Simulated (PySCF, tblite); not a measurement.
# C4H8GaN: magnetic properties

What do calculations give for the magnetic properties of C4H8GaN (`[GaH2][NH][C@]12C[C@H]1C2`)?

Computed with tblite 0.8.0 and PySCF 2.14.0 and routines of our own; the level stands in each step. Atoms count from 0.

### Step 1. The starting structure

14 atoms, charge 0, multiplicity 1; geometry from: force field or distance geometry start.

### Step 2. Geometry optimisation with GFN2-xTB, one coordinate held

Job settings and geometry (Å):

```
{"job": {"kind": "relax", "xc": "GFN2-xTB", "basis": "xTB"}, "charge": 0, "multiplicity": 1}
Ga     0.803300    -2.946300    -0.226000
N      0.737500    -0.924700     0.434400
C     -0.366000    -0.352600     0.093500
C     -0.842300     1.120800     0.355000
C     -1.738600    -0.096600     0.219900
C     -1.312500    -0.691800    -1.102400
H      1.166800    -3.196900    -1.826200
H      2.160400    -3.352200     0.504900
H      1.555200    -0.790400    -0.177600
H     -0.648900     1.460800     1.400500
H     -0.649400     1.761400    -0.490500
H     -2.544800    -0.419000     0.846800
H     -1.100700    -0.051100    -1.957100
H     -1.534800    -1.760800    -1.258300
```

Command:

```console
> OMP_NUM_THREADS=1 python excited_run.py task.json out
```

The driver reads the jobs from task.json and runs them one after another.

Standard output:

```text
step      E/eV     max force
  0    -451.61467    5.859
  1    -452.14302    2.891
  2    -452.49342    1.856
  3    -452.65382    1.494
  4    -452.76220    1.063
  5    -452.89592    1.526
  6    -452.99300    1.436
  7    -453.09534    0.884
  8    -453.16229    0.788
  9    -453.21871    0.686
 10    -453.26094    0.482
 11    -453.29403    0.445
 12    -453.32334    0.548
 13    -453.35268    0.680
 14    -453.37928    0.582
 15    -453.40638    0.497
 16    -453.43376    0.608
 17    -453.45632    0.611
 18    -453.47194    0.461
 19    -453.48219    0.310
 20    -453.49033    0.283
 21    -453.49674    0.246
 22    -453.49974    0.421
 23    -453.50359    0.220
 24    -453.50733    0.242
 25    -453.51838    0.392
 26    -453.52376    0.409
 27    -453.53350    0.347
 28    -453.54105    0.272
 29    -453.53995    0.816
 30    -453.55529    0.240
 31    -453.56343    0.208
 32    -453.57592    0.642
 33    -453.58270    0.197
 34    -453.58660    0.190
 35    -453.59570    0.834
 36    -453.60284    0.229
 37    -453.60692    0.217
 38    -453.62257    0.526
 39    -453.62775    0.155
 40    -453.63088    0.141
 41    -453.63510    0.229
 42    -453.63703    0.103
 43    -453.63877    0.092
 44    -453.63996    0.079
 45    -453.64060    0.051
 46    -453.64100    0.055
 47    -453.64129    0.046
 48    -453.64150    0.048
 49    -453.64165    0.058
 50    -453.64176    0.060
 51    -453.64186    0.059
 52    -453.64197    0.057
 53    -453.64206    0.057
 54    -453.64212    0.057
 55    -453.64215    0.057
 56    -453.64217    0.057
 57    -453.64219    0.057
 58    -453.64221    0.057
 59    -453.64223    0.061
 60    -453.64225    0.064
 61    -453.64227    0.061
```

Wall time 0.74 s (1 thread of Arm Neoverse N1, shared host); peak memory 0.18 GiB.

One coordinate is held by a constraint (a dihedral, as typed in the start), so the force along it need not vanish.

Along the way: (not every step is listed)

```tsv
step	energy from step 0 (eV)	largest force (eV/Å)
0	0.0000	5.8593
1	-0.5283	2.8909
2	-0.8788	1.8565
3	-1.0392	1.4937
4	-1.1475	1.0631
5	-1.2812	1.5260
6	-1.3783	1.4359
7	-1.4807	0.8837
8	-1.5476	0.7881
12	-1.7087	0.5481
16	-1.8191	0.6080
20	-1.8757	0.2834
24	-1.8927	0.2420
28	-1.9264	0.2716
32	-1.9613	0.6421
36	-1.9882	0.2293
40	-2.0162	0.1410
44	-2.0253	0.0789
48	-2.0268	0.0476
52	-2.0273	0.0574
56	-2.0275	0.0573
57	-2.0275	0.0573
58	-2.0275	0.0571
59	-2.0276	0.0609
60	-2.0276	0.0636
61	-2.0276	0.0606
```

Close pairs (by a distance rule), those that changed most:

```tsv
bond	before (Å)	after (Å)	change (Å)
Ga0–N1	2.128	1.823	-0.305
N1–C2	1.289	1.408	+0.119
Ga0–H6	1.660	1.546	-0.114
C2–C4	1.402	1.502	+0.100
C2–C3	1.570	1.491	-0.080
C2–C5	1.562	1.490	-0.072
Ga0–H7	1.594	1.552	-0.042
C3–H9	1.116	1.084	-0.032
```

The final coordinates are the input of the step that follows.

### Step 3. Magnetic properties: GIAO KT3/pcSseg-1

Job settings and geometry (Å):

```
{"job": {"kind": "mag", "xc": "KT3", "basis": "pcSseg-1", "isotopologues": 0}, "charge": 0, "multiplicity": 1}
Ga     1.260476    -2.738358    -0.405256
N      0.830370    -1.082616     0.225335
C     -0.241929    -0.281810    -0.212669
C     -0.738659     1.068950     0.176390
C     -1.674611    -0.109206     0.204433
C     -1.338215    -0.629548    -1.160421
H      0.669968    -3.291870    -1.722868
H      2.310133    -3.520398     0.428190
H      1.200356    -0.739262     1.109389
H     -0.401544     1.467123     1.127145
H     -0.879312     1.831758    -0.584339
H     -2.285090    -0.509517     0.983911
H     -1.522134    -0.003723    -2.028174
H     -1.494296    -1.693726    -1.339014
```

Level: GIAO KT3/pcSseg-1 magnetisability, rotational g tensor and spin-rotation constants, non-relativistic, gas phase.

Standard output:

```text
coarse grid: 53032 points
cycle   1  E = -2147.4354956638  dE =  2.631e-01  |g| = 8.248e-01  |ddm| = 3.598e+00
cycle   2  E = -2146.8217289285  dE =  6.138e-01  |g| = 1.682e+00  |ddm| = 2.092e+00
cycle   3  E = -2147.5067278093  dE = -6.850e-01  |g| = 3.918e-01  |ddm| = 1.901e+00
cycle   4  E = -2147.5474011839  dE = -4.067e-02  |g| = 1.185e-01  |ddm| = 4.355e-01
cycle   5  E = -2147.5501691308  dE = -2.768e-03  |g| = 5.493e-02  |ddm| = 2.154e-01
cycle   6  E = -2147.5509271524  dE = -7.580e-04  |g| = 2.026e-02  |ddm| = 7.682e-02
cycle   7  E = -2147.5510314229  dE = -1.043e-04  |g| = 2.599e-03  |ddm| = 2.087e-02
cycle   8  E = -2147.5510328317  dE = -1.409e-06  |g| = 1.048e-03  |ddm| = 2.948e-03
final grid: 112096 points
cycle   9  E = -2147.5510109257  dE =  3.772e-07  |g| = 1.729e-03  |ddm| = 4.135e-03
cycle  10  E = -2147.5510092056  dE =  1.720e-06  |g| = 3.163e-03  |ddm| = 4.777e-03
cycle  11  E = -2147.5510116151  dE = -2.409e-06  |g| = 3.644e-04  |ddm| = 3.202e-03
cycle  12  E = -2147.5510116453  dE = -3.027e-08  |g| = 6.294e-05  |ddm| = 3.467e-04
cycle  13  E = -2147.5510116463  dE = -9.654e-10  |g| = 1.263e-05  |ddm| = 6.941e-05
converged SCF energy = -2147.5510116463

Magnetisability tensor (1e-30 J/T^2)
    -1243.17       13.53        8.69
       13.53    -1266.19      109.12
        8.69      109.12    -1250.55
isotropic -1253.30   principal values   -1367.90  -1245.55  -1146.45
isotropic susceptibility -75.476 1e-6 cm^3/mol

Inertial axes            a          b          c
rot. const./GHz      7.5430     1.1725     1.0779
chi total           -75.858    -70.734    -79.834
chi diamagnetic    -271.744  -1069.025  -1169.241
chi paramagnetic    195.886    998.290   1089.407
quadrupole/D A       -5.167      2.623      2.544
g nuclear            0.6681     0.5405     0.5477
g electronic        -0.6942    -0.5499    -0.5517
g total             -0.0261    -0.0094    -0.0040

Spin-rotation constants (kHz, H = +C I.J)
atom  isotope        aa         bb         cc
  0   69Ga       14.944      2.197      1.984
  1    14N        0.566      0.128      0.059
  6     1H       -0.516      0.027     -0.073
  7     1H       -0.062     -0.049     -0.072
  8     1H       -0.838      0.056     -0.108
  9     1H       -0.749      0.014     -0.104
 10     1H       -0.457     -0.122     -0.033
 11     1H       -0.812     -0.148      0.030
 12     1H       -0.612     -0.097     -0.038
 13     1H       -0.316     -0.049     -0.100
  2    13C*       1.306      0.230      0.185
  3    13C*       1.407      0.192      0.179
  4    13C*       1.022      0.163      0.142
* in the singly substituted isotopologue
```

It took 49 s on 1 thread of Arm Neoverse N1, shared host; peak memory 0.66 GiB.

From this job:

```tsv
quantity	value
magnetisability	-1253·10⁻³⁰ J/T²
molar susceptibility	-75.5·10⁻⁶ cm³/mol
rotational g (a, b, c)	-0.0261, -0.0094, -0.0040
```

### Step 4. Outcome

```
                                          quantity                      value
       magnetisability (step 3, GIAO KT3/pcSseg-1)           -1253·10⁻³⁰ J/T²
  molar susceptibility (step 3, GIAO KT3/pcSseg-1)         -75.5·10⁻⁶ cm³/mol
rotational g (a, b, c) (step 3, GIAO KT3/pcSseg-1)  -0.0261, -0.0094, -0.0040
```

Steps that list no spin-orbit terms leave them out, which matters at and beside the heavy atoms. Vibrational averaging and real surroundings are missing from these values.
